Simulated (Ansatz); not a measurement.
# FH₂SeSi radical: basis-set convergence

Aim: see how fast density functionals converge with the basis set for FH₂SeSi radical.

The runs use Ansatz 0.2.0, Gaussian basis; one geometry, several basis sets.

Plan: PBE0-D4/def2-SVP; ωB97M-V/def2-SVP; PBE0-D4/def2-QZVPP; ωB97M-V/def2-QZVPP; the functionals' def2-TZVPP values are taken from earlier runs.

**1. The geometry**

The geometry comes from an earlier relaxation with PBE0-D4 in a triple-zeta def2 set; it is a stationary point.

SMILES `F[SiH][SeH]`, 5 atoms, charge 0, spin multiplicity 2.

Atoms are counted from 1 here; the program's logs count them from 0.

Bond lengths: F1–Si2 1.603 Å, Si2–Se3 2.278 Å, Si2–H4 1.497 Å, Se3–H5 1.470 Å. Angles: F1–Si2–Se3 105.1°, F1–Si2–H4 106.6°, Se3–Si2–H4 111.9°, Si2–Se3–H5 90.4°.

**2. PBE0-D4 in def2-SVP**

Input file in.yaml:

```yaml
crystal:
  periodic: [false, false, false]
  atoms:
    - {symbol: F, position_ang: [-0.580699, -1.422809, 1.312107]}
    - {symbol: Si, position_ang: [-0.677867, -0.218344, 0.258322]}
    - {symbol: Se, position_ang: [1.408826, 0.693260, 0.205472]}
    - {symbol: H, position_ang: [-1.053433, -0.828988, -1.056353]}
    - {symbol: H, position_ang: [0.953074, 1.703181, -0.760948]}
basis:
  gaussian: {orbitals: def2-SVP}
magnetization: {spin_polarized: true, initial_magnetization: 1}
hamiltonian: {xc: pbe0, dispersion: d4}
output: {orbitals: {seedname: orbitals}}
```

The runs that follow: ωB97M-V in def2-SVP; PBE0-D4 in def2-QZVPP; ωB97M-V in def2-QZVPP.

Q: Predict the results of all the runs planned. Wanted: PBE0-D4: double and triple zeta above quadruple; ωB97M-V: double and triple zeta above quadruple.

As calculated:

| quantity | value |
| --- | --- |
| PBE0-D4: double and triple zeta above quadruple | 16.25, 1.81 eV |
| ωB97M-V: double and triple zeta above quadruple | 16.21, 1.74 eV |

**Reading.** PBE0-D4 gains 14.45 eV from double to triple zeta, then 1.81 eV more. Total energies overstate the basis error of differences, where much of it tends to cancel.
